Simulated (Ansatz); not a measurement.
# FHOSSi: the cost of one run

Computed with Ansatz 0.2.0, Gaussian basis. Level: single points in def2-TZVPP.

Cores are frozen in the correlated methods.

## 1. The system as given

SMILES `F[SiH]1OS1`, 5 atoms, charge 0, spin multiplicity 1.

Atoms are counted from 1 here; the program's logs count them from 0.

Bond lengths: F1–Si2 1.609 Å, Si2–O3 1.723 Å, Si2–S4 2.058 Å, Si2–H5 1.532 Å, O3–S4 1.843 Å. Angles: F1–Si2–O3 113.9°, F1–Si2–S4 121.8°, F1–Si2–H5 108.4°, O3–Si2–S4 57.5°, O3–Si2–H5 119.5°, S4–Si2–H5 126.0°, Si2–O3–S4 70.4°, Si2–S4–O3 52.0°.

Geometry (Å):

```
F    -1.4373    0.3841    0.9509
Si   -0.1937    0.2444   -0.0611
O     1.1955   -0.4940    0.6401
S     0.5072   -1.5926   -0.6696
H    -0.0413    1.5636   -0.8253
```

## 2. PBE-D4/def2-TZVPP

run/in.yaml

```yaml
crystal:
  periodic: [false, false, false]
  atoms:
    - {symbol: F, position_ang: [-1.437281, 0.384113, 0.950921]}
    - {symbol: Si, position_ang: [-0.193745, 0.244433, -0.061089]}
    - {symbol: O, position_ang: [1.195538, -0.494020, 0.640074]}
    - {symbol: S, position_ang: [0.507178, -1.592613, -0.669602]}
    - {symbol: H, position_ang: [-0.041311, 1.563553, -0.825263]}
basis:
  gaussian: {orbitals: def2-TZVPP}
hamiltonian: {xc: pbe, dispersion: d4}
output: {forces: true}
```

Run with:

```bash
$ ansatz run in.yaml --threads 2 --pin off --events-out ev --progress --plain --max-ram 3481MiB
```

**Question.** How long does this run take on 2 threads of Intel Xeon at 2.50GHz, shared host, and how much memory does it need?

About 3.1 s, with a peak of 0.18 GiB.
